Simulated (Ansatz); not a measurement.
Below is the output of a Python script on Ansatz 0.2.0 through its Python package that makes a geometry optimisation of C₂H₇ClSi₂, SMILES [SiH3]/C=C(/[SiH3])Cl. Write a script that gives it. Level of theory: B3LYP, def2-SVP basis, multiplicity 1.

```tsv
atom	x (Å)	y (Å)	z (Å)
Si	2.2710	0.1133	0.1026
C	0.5036	-0.4359	-0.0007
C	-0.5393	0.4099	-0.0022
Si	-2.2625	-0.2503	-0.1091
Cl	-0.3458	2.1595	0.0949
H	2.5816	0.9801	-1.0438
H	2.4795	0.8585	1.3529
H	3.1513	-1.0641	0.0803
H	0.3335	-1.5065	-0.0623
H	-3.0165	0.1666	1.0822
H	-2.2419	-1.7192	-0.1828
H	-2.9145	0.2881	-1.3119
```

`python opt_c2h7clsi2.py` gives:
```text
step   1  E = -30456.139956 eV  max force 0.6332 eV/A
step   2  E = -30456.245312 eV  max force 0.3652 eV/A
step   3  E = -30456.260446 eV  max force 0.2437 eV/A
step   4  E = -30456.262017 eV  max force 0.1309 eV/A
step   5  E = -30456.262617 eV  max force 0.0221 eV/A
step   6  E = -30456.262723 eV  max force 0.0095 eV/A
E = -30456.263030 eV = -1119.2470224 Ha
converged: True  doubts: none
bond        before    after (A)
Si0-C1       1.8536   1.8881
Si0-H5       1.4704   1.4907
Si0-H6       1.4704   1.4907
Si0-H7       1.4703   1.4913
C1-C2        1.3428   1.3427
C1-H8        1.0858   1.0985
C2-Si3       1.8484   1.8905
C2-Cl4       1.7629   1.7759
Si3-H9       1.4702   1.4894
Si3-H10      1.4709   1.4906
Si3-H11      1.4703   1.4894
```

The script that was run (others could print the same):

The script, `opt_c2h7clsi2.py`:
```python
"""Geometry optimisation of C2H7ClSi2."""

from dataclasses import dataclass
import warnings

import ansatz as az
import numpy as np


@dataclass
class Options:
    basis_set: str = "def2-SVP"
    functional: str = "B3LYP"


cfg = Options()

warnings.simplefilter("ignore", az.DeckWarning)

molecule = (
    az.Crystal.molecule()
    .atom("Si", [2.271, 0.1133, 0.1026])
    .atom("C", [0.5036, -0.4359, -0.0007])
    .atom("C", [-0.5393, 0.4099, -0.0022])
    .atom("Si", [-2.2625, -0.2503, -0.1091])
    .atom("Cl", [-0.3458, 2.1595, 0.0949])
    .atom("H", [2.5816, 0.9801, -1.0438])
    .atom("H", [2.4795, 0.8585, 1.3529])
    .atom("H", [3.1513, -1.0641, 0.0803])
    .atom("H", [0.3335, -1.5065, -0.0623])
    .atom("H", [-3.0165, 0.1666, 1.0822])
    .atom("H", [-2.2419, -1.7192, -0.1828])
    .atom("H", [-2.9145, 0.2881, -1.3119])
)

base = (
    molecule.calculation()
    .basis(gaussian=cfg.basis_set)
    .functional(cfg.functional)
)
symbols = [site.symbol for site in molecule.cartesian_sites]
start = np.array([site.position_ang for site in molecule.cartesian_sites], dtype=float)
def progress(event):
    if event["event"] == "relax_step":
        row = event["data"]
        print(f"step {row['step']:3d}  E = {row['lagrangian_ev']:.6f} eV  max force {row['allowed_force_max_ev_ang']:.4f} eV/A")


data = base.relax(force_tolerance=0.02).session().plan().execute(on_event=progress).report
end = np.array(data["positions_ang"])

print(f"E = {data['free_energy_ev']:.6f} eV = {data['free_energy_ev'] / 27.211386246:.7f} Ha")
print("converged:", data["converged"], " doubts:", data["published_state_doubts"] or "none")

print("bond        before    after (A)")
for i, j in [(0, 1), (0, 5), (0, 6), (0, 7), (1, 2), (1, 8), (2, 3), (2, 4), (3, 9), (3, 10), (3, 11)]:
    d0, d1 = (np.linalg.norm(xyz[i] - xyz[j]) for xyz in (start, end))
    print(f"{symbols[i]}{i}-{symbols[j]}{j}".ljust(10), f"{d0:8.4f} {d1:8.4f}")
with open("c2h7clsi2_opt.xyz", "w") as handle:
    handle.write(f"{len(symbols)}\nrelaxed C2H7ClSi2\n")
    handle.writelines(f"{s:2s} {x:11.6f} {y:11.6f} {z:11.6f}\n" for s, (x, y, z) in zip(symbols, end))
```

Reading the output:
- Total energies depend on the basis set; only differences at equal settings carry meaning.
- The end point is the stationary point reached from this start; no frequency run checks that it is a minimum, and the basis set is modest.
- b3lyp holds the VWN-RPA fit, as in Gaussian; the form of ORCA and Turbomole is b3lyp5.
- Timing: 43 s on 1 thread of Intel(R) Xeon(R) 6975P-C (Granite Rapids), on a shared host, peak memory 0.35 GiB.

(Lines on the test bed's own set-up are left out of the output.)
